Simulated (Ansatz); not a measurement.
The system is Ta3Cu.

```
Ta Cu
1.0
    -2.00651    2.00651    4.20817
     2.00651   -2.00651    4.20817
     2.00651    2.00651   -4.20817
Ta Cu
3 1
Direct
  0.50000 0.50000 0.00000
  0.25000 0.75000 0.50000
  0.75000 0.25000 0.50000
  0.00000 0.00000 0.00000
```

The cell comes from a database or a generator and needn't be the stable form of this composition.

Base run:

* Program: Ansatz 0.2.0
* Functional: PBEsol
* Potentials or basis: Ansatz PAW
* Cutoff: 420 eV (not typed: the program's choice for these potentials)
* k mesh: 7 × 7 × 7
* Occupations: fermi-dirac, width 0.05 eV
* Spin: spin-orbit coupling, no magnetisation

Its results: band gap on the k mesh none (metal or under the smearing width); pressure -6.5 GPa.

Q: The run is repeated on the same cell with these changes: functional from PBEsol to PBE; spin from spin-orbit coupling, no magnetisation to no spin polarisation; potential files from those of the base run to others of the same set. What comes out?

A: Band gap on the k mesh none (metal or under the smearing width); pressure 0.4 GPa.

Several settings changed at once, so the effect can't be laid on one alone.

Caveats: the PAW data sets come from PBE, with cores solved anew for the run's functional, which leaves a small shift of forces and pressure (some runs).
